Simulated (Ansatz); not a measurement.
# FeO, 2 atoms: a relaxation on CPU cores

The task is to move FeO in a cell of 2 atoms to a minimum of the energy. How long does it take, and what comes out?

Computed with Ansatz 0.2 development build (DFT, PBE, PAW hard, scalar-relativistic, unless a step's input says otherwise).

**1. The starting structure**

It takes space group Fm-3m (No. 225, cubic). The conventional cell has a = 3.784 Å, b = 3.784 Å, c = 3.784 Å, α = 90.00°, β = 90.00°, γ = 90.00°. Fe (site symmetry m-3m) has 6 O at 1.89 Å as nearest neighbours. Around O (site symmetry m-3m) lie 6 Fe at 1.89 Å.

As a file:

```cif
data_structure
_symmetry_space_group_name_H-M 'P 1'
_symmetry_Int_Tables_number 1
_cell_length_a 2.6757
_cell_length_b 2.6757
_cell_length_c 2.6757
_cell_angle_alpha 60.000
_cell_angle_beta 60.000
_cell_angle_gamma 60.000
_cell_volume 13.55
loop_
_atom_site_label
_atom_site_type_symbol
_atom_site_fract_x
_atom_site_fract_y
_atom_site_fract_z
_atom_site_occupancy
Fe1 Fe 0.00000 0.00000 0.00000 1
O1 O 0.50000 0.50000 0.50000 1
```

**2. The calculation**

File input.yaml:

```yaml
crystal:
  lattice:
    - [0.0, 1.892, 1.892]
    - [1.892, 0.0, 1.892]
    - [1.892, 1.892, 0.0]
  atoms:
    - { symbol: Fe, position: [0.0, 0.0, 0.0], spin: 2.4 }
    - { symbol: O, position: [0.5, 0.5, 0.5] }
hamiltonian:
  xc: pbe
  pseudopotentials: { kind: paw }
  dispersion: none
kpoints:
  mp_grid: { kspacing: 0.2 }
magnetization:
  spin_polarized: true
relax:
  cell: {}
scf:
  occupations: { method: fermi_dirac, width: "0.1 eV" }
```

The run is started by

```console
$ ansatz run input.yaml --threads 4 --max-ram=10GiB --backend cpu --events-out ev
```

Before running it: what results should come out? Wanted: free energy; electrons solved for; SCF passes in all; total and absolute magnetisation; site moments; largest force; pressure; energy from the first step to the last.

As calculated:

| quantity | value |
| --- | --- |
| free energy | -5049.5156 eV (-2524.7578 eV/atom) |
| electrons solved for | 22 |
| SCF passes in all | 112 |
| total and absolute magnetisation | 4.00, 4.01 μB |
| site moments | Fe +3.45, O +0.32 μB |
| largest force | 0.000 eV/Å |
| pressure | 0.00 GPa |
| energy from the first step to the last | -950.2 meV/atom (a search of other states lies between) |
| wall time | 54 s (4 threads of Arm Neoverse V2 (Grace), shared host) |

**Reading.** Of the time up to the last event, 87 % went to the work after the first SCF. The state found has moments that add up almost wholly. Another start could end lower. Forces vanish by symmetry, so the stress drives the 10 steps: the pressure went from 109.85 to 0.00 GPa, and the volume changed by +47.8 %.
